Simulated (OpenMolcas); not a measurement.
# HF/6-31G(d) (Cartesian functions) run of GeClF (SMILES [F][Ge][Cl])

We compute an optimisation with harmonic vibrations of GeClF. 

The results are computed with OpenMolcas 26.06.

3 further runs of the same task are left out: 3 set aside as unsound or not needed.

### 1 Starting point

GeClF has 3 atoms, charge 0, and is taken as a singlet. SMILES: `[F][Ge][Cl]`. Geometry: relaxed at PBE0-D4/def2-TZVP. The run starts from this shape.

Bond lengths: F1–Ge2 1.748 Å, Ge2–Cl3 2.180 Å. Angles: F1–Ge2–Cl3 98.3°.

### 2 An optimisation with harmonic vibrations at HF/6-31G(d) (Cartesian functions)

calc.input

```
* ClFGe Hartree-Fock
>>> EXPORT MOLCAS_PRINT=2

&GATEWAY
  BasLib=$CurrDir
  Coord
  3
  bohr
  F      0.20862576     2.68095445     0.38966153
  Ge    -1.44148309     0.06727425    -0.77535463
  Cl     1.21244828    -2.87068296     0.36093769
  Basis=6-31Gs
  Group=NoSym
>>> EXPORT MOLCAS_MAXITER=50
>>> Do While

&SEWARD

&SCF
  PrOrbitals=0

&SLAPAF
>>> EndDo
>>> COPY $Project.Opt.xyz $CurrDir/final.xyz
>>> COPY $Project.slapaf.h5 $CurrDir/final.slapaf.h5

&MCKINLEY

&MCLR
  Thermochemistry
  1
  1.0
  298.15
  End of PT
```

The basis set 6-31G* is read from a file made from the Basis Set Exchange's data (not shown).

Launch:

```bash
$ export MOLCAS_MEM=1860
$ pymolcas calc.input > calc.log
```

What values should one expect? Wanted: total energy; dipole moment; HOMO energy; LUMO energy; HOMO–LUMO gap; lowest harmonic wavenumber; highest harmonic wavenumber; zero-point energy; ideal-gas entropy at 298.15 K and 1 atm.

Computed results:

At HF/6-31G* (Cartesian functions):

| quantity | value |
| --- | --- |
| total energy | -2634.07935 Eh |
| dipole moment | 2.68 D |
| HOMO energy | -10.98 eV |
| LUMO energy | 0.17 eV |
| HOMO–LUMO gap | 11.15 eV |
| lowest harmonic wavenumber | 229 cm⁻¹ |
| highest harmonic wavenumber | 741 cm⁻¹ |
| zero-point energy | 8.2 kJ/mol |
| ideal-gas entropy at 298.15 K and 1 atm (symmetry number 1 as used) | 68.8 cal/(mol K) |

What this shows: At the final geometry: Bond lengths: F1–Ge2 1.721 Å, Ge2–Cl3 2.199 Å. Angles: F1–Ge2–Cl3 97.8°. All 3 modes are real, so the shape is a minimum at this level. Mulliken charges run from -0.53 on F1 to +0.85 on Ge2; they depend strongly on the basis.
